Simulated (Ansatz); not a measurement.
# Ti3HC2OF: the cost of one run

Method: DFT PBE, scalar-relativistic, plane waves, PAW, and further levels as typed in the inputs, in Ansatz 0.2.0.

## Step 1: Starting point

Symmetry: C2, No. 5, monoclinic system. The conventional cell has a = 10.566 Å, b = 6.100 Å, c = 27.000 Å, α = 90.00°, β = 90.00°, γ = 90.00°. Ti (site symmetry 2) is surrounded by 6 C at 2.15 Å. C (site symmetry 1) has 6 Ti at 2.08 to 2.15 Å as nearest neighbours. Around Ti (site symmetry 1) lie 3 C at 2.08 Å and 2 O at 2.13 Å and 1 F at 2.14 Å. Around F (site symmetry 1) lie 3 Ti at 2.14 Å. Ti (site symmetry 1) is surrounded by 6 C at 2.15 Å. Only part of the 17 independent sites is listed.

Structure file:

```cif
data_structure
_symmetry_space_group_name_H-M 'C2'
_symmetry_Int_Tables_number 5
_cell_length_a 10.5655
_cell_length_b 6.1000
_cell_length_c 27.0000
_cell_angle_alpha 90.000
_cell_angle_beta 90.000
_cell_angle_gamma 90.000
_cell_volume 1740.14
loop_
_atom_site_label
_atom_site_type_symbol
_atom_site_symmetry_multiplicity
_atom_site_Wyckoff_symbol
_atom_site_fract_x
_atom_site_fract_y
_atom_site_fract_z
_atom_site_occupancy
Ti1 Ti 2 b 0.00000 0.00000 0.50000 1
C1 C 4 c 0.91667 0.25000 0.54556 1
Ti2 Ti 4 c 0.08333 0.25000 0.58630 1
F1 F 4 c 0.00000 0.00000 0.63148 1
Ti3 Ti 4 c 0.75000 0.25000 0.50000 1
C2 C 4 c 0.66667 0.50000 0.54556 1
C3 C 4 c 0.83333 0.50000 0.45444 1
Ti4 Ti 4 c 0.83333 0.50000 0.58630 1
Ti5 Ti 4 c 0.66667 0.50000 0.41370 1
F2 F 4 c 0.75000 0.25000 0.63148 1
O1 O 4 c 0.75000 0.25000 0.36926 1
H1 H 4 c 0.75000 0.25000 0.33333 1
Ti6 Ti 2 b 0.00000 0.50000 0.50000 1
C4 C 4 c 0.91667 0.75000 0.54556 1
Ti7 Ti 4 c 0.08333 0.75000 0.58630 1
O2 O 4 c 0.00000 0.50000 0.63074 1
H2 H 4 c 0.00000 0.50000 0.66667 1
```

## Step 2: Relaxing cell and atoms: Ti12H4C8O4F4 sheet, no spin

Input file input.yaml:

```yaml
crystal:
  lattice:
    - [6.1, 0.0, 0.0]
    - [-3.05, 5.2827549631, 0.0]
    - [0.0, 0.0, 27.0]
  atoms:
    - { symbol: Ti, position: [0.0, 0.0, 0.5] }
    - { symbol: C, position: [0.1666666667, 0.3333333333, 0.5455555556] }
    - { symbol: C, position: [0.3333333333, 0.1666666667, 0.4544444444] }
    - { symbol: Ti, position: [0.3333333333, 0.1666666667, 0.5862962963] }
    - { symbol: Ti, position: [0.1666666667, 0.3333333333, 0.4137037037] }
    - { symbol: F, position: [0.0, 0.0, 0.6314814815] }
    - { symbol: F, position: [0.0, 0.0, 0.3685185185] }
    - { symbol: Ti, position: [0.0, 0.5, 0.5] }
    - { symbol: C, position: [0.1666666667, 0.8333333333, 0.5455555556] }
    - { symbol: C, position: [0.3333333333, 0.6666666667, 0.4544444444] }
    - { symbol: Ti, position: [0.3333333333, 0.6666666667, 0.5862962963] }
    - { symbol: Ti, position: [0.1666666667, 0.8333333333, 0.4137037037] }
    - { symbol: F, position: [0.0, 0.5, 0.6314814815] }
    - { symbol: O, position: [0.0, 0.5, 0.3692592593] }
    - { symbol: H, position: [0.0, 0.5, 0.3333333333] }
    - { symbol: Ti, position: [0.5, 0.0, 0.5] }
    - { symbol: C, position: [0.6666666667, 0.3333333333, 0.5455555556] }
    - { symbol: C, position: [0.8333333333, 0.1666666667, 0.4544444444] }
    - { symbol: Ti, position: [0.8333333333, 0.1666666667, 0.5862962963] }
    - { symbol: Ti, position: [0.6666666667, 0.3333333333, 0.4137037037] }
    - { symbol: O, position: [0.5, 0.0, 0.6307407407] }
    - { symbol: H, position: [0.5, 0.0, 0.6666666667] }
    - { symbol: F, position: [0.5, 0.0, 0.3685185185] }
    - { symbol: Ti, position: [0.5, 0.5, 0.5] }
    - { symbol: C, position: [0.6666666667, 0.8333333333, 0.5455555556] }
    - { symbol: C, position: [0.8333333333, 0.6666666667, 0.4544444444] }
    - { symbol: Ti, position: [0.8333333333, 0.6666666667, 0.5862962963] }
    - { symbol: Ti, position: [0.6666666667, 0.8333333333, 0.4137037037] }
    - { symbol: O, position: [0.5, 0.5, 0.6307407407] }
    - { symbol: H, position: [0.5, 0.5, 0.6666666667] }
    - { symbol: O, position: [0.5, 0.5, 0.3692592593] }
    - { symbol: H, position: [0.5, 0.5, 0.3333333333] }
  periodic: [true, true, false]
scf:
  occupations: { method: gaussian, width: 0.05 }
  n_extra_bands: 6
output:
  forces: true
  stress: true
  write_density: true
  write_potential: true
  elf: true
  volumetric_format: npy
kpoints:
  mp_grid: { grid: [5, 5, 1] }
hamiltonian:
  xc: pbe
relax:
  f_tol: 0.02
  max_steps: 100
  cell: { stress_2d_tol: 0.1 }
```

The run is started by

```
$ ansatz run input.yaml --threads 8 --pin off --max-ram 24576MiB --backend cpu --events-out ev --progress --plain --runs-dir out
```

What time and memory should one allow on 8 threads of Intel Xeon 6975P-C (Granite Rapids), shared host?

About 2.3 min, with a peak of 6.5 GiB.
